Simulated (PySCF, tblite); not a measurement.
# C₇H₉NOSi: geometry, infrared bands and NMR shifts

What infrared bands and NMR shifts should C₇H₉NOSi (`[SiH3]O/C=C/c1ccncc1`) show?

Computed with tblite 0.8.0 and PySCF 2.14.0, with density-fitted response routines of our own, on a single molecule in the gas phase. Atoms count from 0, in the outputs and in this text.

## (1) The starting structure

19 atoms, charge 0, multiplicity 1; geometry from: force field or distance geometry start.

Bonds of the start (Å): Si0–O1 1.74, O1–C2 1.38, C2–C3 1.32, C3–C4 1.45, C4–C5 1.38, C5–C6 1.37, C6–N7 1.36, N7–C8 1.37, C8–C9 1.39, C9–C4 1.38, Si0–H10 1.45, Si0–H11 1.48, Si0–H12 1.47, C2–H13 1.09, C3–H14 1.08, C5–H15 1.07, C6–H16 1.08, C8–H17 1.10, C9–H18 1.09.

## (2) Relaxing the molecule with GFN2-xTB

The job: settings as JSON, then the geometry in Å.

```
{"job": {"kind": "relax", "xc": "GFN2-xTB", "basis": "xTB"}, "charge": 0, "multiplicity": 1}
Si     4.125900     0.074400    -0.267300
O      2.615200    -0.693600     0.136200
C      1.400400    -0.052900    -0.008400
C      0.311000    -0.793100     0.124400
C     -1.049000    -0.292800     0.010500
C     -1.347100     1.025700    -0.286400
C     -2.656600     1.429700    -0.393300
N     -3.678700     0.558000    -0.213600
C     -3.426600    -0.755500     0.067000
C     -2.104300    -1.168700     0.179400
H      5.118200    -0.959000    -0.471900
H      4.597800     0.943900     0.837100
H      3.948800     0.982200    -1.411100
H      1.316300     1.003500    -0.241400
H      0.415000    -1.841500     0.361500
H     -0.576800     1.758300    -0.416500
H     -2.831200     2.477200    -0.613400
H     -4.252600    -1.462900     0.204600
H     -1.935400    -2.223600     0.410500
```

Run with:

```console
OMP_NUM_THREADS=1 python probes_run.py task.json out
```

This one command runs all jobs of the session in turn.

**Question.** This job is followed by: GFN2-xTB harmonic vibrations, gas phase; GIAO PBE0/pcSseg-1 NMR shielding, non-relativistic, gas phase. Predict these results of the whole session: strongest single infrared mode (GFN2-xTB); zero-point energy (GFN2-xTB); 13C shifts against TMS (PBE0/pcSseg-1, means over atoms taken as alike); 1H shifts against TMS (PBE0/pcSseg-1, means over atoms taken as alike); 29Si shifts against TMS (PBE0/pcSseg-1); 17O shifts against H2O (PBE0/pcSseg-1); 15N shifts against NH3 (PBE0/pcSseg-1).

As calculated:

| quantity | value |
| --- | --- |
| strongest single infrared mode (GFN2-xTB) | 825 cm⁻¹, 491 km/mol |
| zero-point energy (GFN2-xTB) | 85.5 kcal/mol |
| 13C shifts against TMS (PBE0/pcSseg-1, means over atoms taken as alike) | 156.2, 151.4, 148.0, 123.0, 120.4 ppm |
| 1H shifts against TMS (PBE0/pcSseg-1, means over atoms taken as alike) | 8.81, 7.64, 7.16, 6.22, 5.10 ppm |
| 29Si shifts against TMS (PBE0/pcSseg-1) | -34.9 ppm |
| 17O shifts against H2O (PBE0/pcSseg-1) | 97.6 ppm |
| 15N shifts against NH3 (PBE0/pcSseg-1) | 353.9 ppm |

In words: The optimisation took 75 steps and gained 0.525 eV; among the close pairs (by a distance rule), Si0–O1 changed most, from 1.742 to 1.632 Å. No mode is imaginary among the 51: a minimum at this level. The strongest single mode, at 825 cm⁻¹, moves mainly H12 and H11. Unscaled tight-binding wavenumbers are off by several per cent, some by more. Its intensities can rank the bands wrongly. At PBE0/pcSseg-1: The largest span, 706 ppm, is at N7, where the paramagnetic term is -419 ppm. NICS(1)zz of -25 ppm above the planar ring from C4 marks a diatropic (aromatic) ring current.
